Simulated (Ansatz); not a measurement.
# TiSi16: the cost of one run

Program: Ansatz 0.2.0. Level of theory: DFT PBE+D3(BJ), plane waves, PAW, scalar-relativistic, no spin polarisation. These are calculated values, not measurements.

**1. The starting structure**

The cell holds 17 atoms (Si16Ti): a = 7.679 Å, b = 7.679 Å, c = 7.679 Å, α = 60.00°, β = 60.00°, γ = 60.00°.

The coordinates stand in the first input below.

**2. Relaxing end A**

input.yaml reads:

```yaml
crystal:
  lattice:
    - [0.0, 5.43, 5.43]
    - [5.43, 0.0, 5.43]
    - [5.43, 5.43, 0.0]
  atoms:
    - { symbol: Si, position: [0.0, 0.0, 0.0] }
    - { symbol: Si, position: [0.125, 0.125, 0.125] }
    - { symbol: Si, position: [0.0, 0.0, 0.5] }
    - { symbol: Si, position: [0.125, 0.125, 0.625] }
    - { symbol: Si, position: [0.0, 0.5, 0.0] }
    - { symbol: Si, position: [0.125, 0.625, 0.125] }
    - { symbol: Si, position: [0.0, 0.5, 0.5] }
    - { symbol: Si, position: [0.125, 0.625, 0.625] }
    - { symbol: Si, position: [0.5, 0.0, 0.0] }
    - { symbol: Si, position: [0.625, 0.125, 0.125] }
    - { symbol: Si, position: [0.5, 0.0, 0.5] }
    - { symbol: Si, position: [0.625, 0.125, 0.625] }
    - { symbol: Si, position: [0.5, 0.5, 0.0] }
    - { symbol: Si, position: [0.625, 0.625, 0.125] }
    - { symbol: Si, position: [0.5, 0.5, 0.5] }
    - { symbol: Si, position: [0.625, 0.625, 0.625] }
    - { symbol: Ti, position: [0.8697891, 0.8666466, 0.3902449] }
basis:
  ecutwfc: 420.0
kpoints:
  mp_grid: { grid: [2, 2, 2] }
hamiltonian:
  xc: pbe
  dispersion: d3bj
  pseudopotentials: { kind: paw, azcp: { folder: soft_1 } }
scf:
  occupations: { method: gaussian, width: 0.05 }
  lower_state_search: "off"
relax:
  f_tol: 0.03
  max_steps: 60
  adjacent_minimum: "off"
output:
  write_density: true
  write_potential: true
  elf: true
  volumetric_format: npy
```

The run is started by

```
$ ansatz run input.yaml --threads 1 --pin off --max-ram 3072MiB --backend cpu --events-out ev --progress --plain --runs-dir out
```

What time and memory should one allow on 1 thread of Arm Neoverse V1, shared host?

About 36 s, with a peak of 0.56 GiB.
